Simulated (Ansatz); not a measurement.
# Li+ with F2: structure and interaction energy

The task here is to estimate one member of a computed series from the others.

Computed with Ansatz 0.2.0, Gaussian basis. Level: PBE0-D4 structure, single points in def2-TZVPPD.

Levels: PBE-D4, revPBE-D4, BLYP-D4, r2SCAN-D4, B97M-V, PBE0-D4, B3LYP-D4, HSE06-D4, wB97X-V, wB97M-V, B2PLYP, Hartree-Fock, MP2, CCSD, CCSD(T). The reference is CCSD(T) extrapolated to the basis limit.

Correlated methods freeze the cores. The outer core shell of Li, Na, Mg and K is correlated. B3LYP uses VWN-RPA correlation. B2PLYP carries no dispersion term here.

163 further runs of the same task are left out: 163 set aside as unsound or not needed.

### Where the work starts

The pair, from a GFN2-xTB docking trial: 3 atoms, charge 1, spin multiplicity 1.

Atoms are counted from 1 here; the program's logs count them from 0.

Bond lengths: Li1–F2 1.876 Å, F2–F3 1.407 Å. Angles: Li1–F2–F3 172.6°.

Geometry (Å):

```csv
atom,x (Å),y (Å),z (Å)
Li1,-0.13220,0.12570,-1.70670
F2,-0.03560,0.03380,0.16410
F3,0.16780,-0.15960,1.54260
```

Atoms 1 to 1 are fragment A (Li+), the rest fragment B (F2).

Set-up of the first run:

Contents of pre/in.yaml:

```yaml
crystal:
  periodic: [false, false, false]
  atoms:
    - {symbol: Li, position_ang: [-0.132200, 0.125700, -1.706700]}
    - {symbol: F, position_ang: [-0.035600, 0.033800, 0.164100]}
    - {symbol: F, position_ang: [0.167800, -0.159600, 1.542600]}
basis:
  gaussian: {orbitals: def2-SVP}
total_charge: 1
hamiltonian: {xc: pbe, dispersion: d4}
relax: {f_tol: 0.03, max_steps: 250}
```

Launch:

```console
$ ansatz run in.yaml --threads 2 --pin off --events-out ev --progress --plain --max-ram 5222MiB
```

Steps of the session up to this table: A first relaxation in a small basis; Relaxation at PBE0-D4; wB97X-V/def2-TZVPPD; wB97M-V/def2-TZVPPD; B2PLYP/def2-TZVPPD; B97M-V/def2-TZVPPD; CCSD(T)/def2-TZVPPD; Hartree-Fock/STO-3G; SPW92/def2-SVP; wB97M-V/def2-SVP; CCSD(T)/def2-SVP; Vibrations of the pair.

One table of the session follows, with a row left open; its other results are not shown here.

```
      method  interaction (kJ/mol)
      PBE-D4                     ?
   revPBE-D4                -28.24
     BLYP-D4                -30.33
   r2SCAN-D4                -24.67
      B97M-V                -27.00
     PBE0-D4                -28.49
    B3LYP-D4                -29.95
    HSE06-D4                -28.52
     wB97X-V                -27.28
     wB97M-V                -27.93
      B2PLYP                -28.13
Hartree-Fock                -25.46
         MP2                -24.10
        CCSD                -24.82
     CCSD(T)                -24.92
 CCSD(T)/CBS                -26.78
```

Estimate the missing values for PBE-D4.

**Answer.** interaction (kJ/mol): -29.48. In the column «interaction (kJ/mol)» it lies between B3LYP-D4 (-29.95) and HSE06-D4 (-28.52).
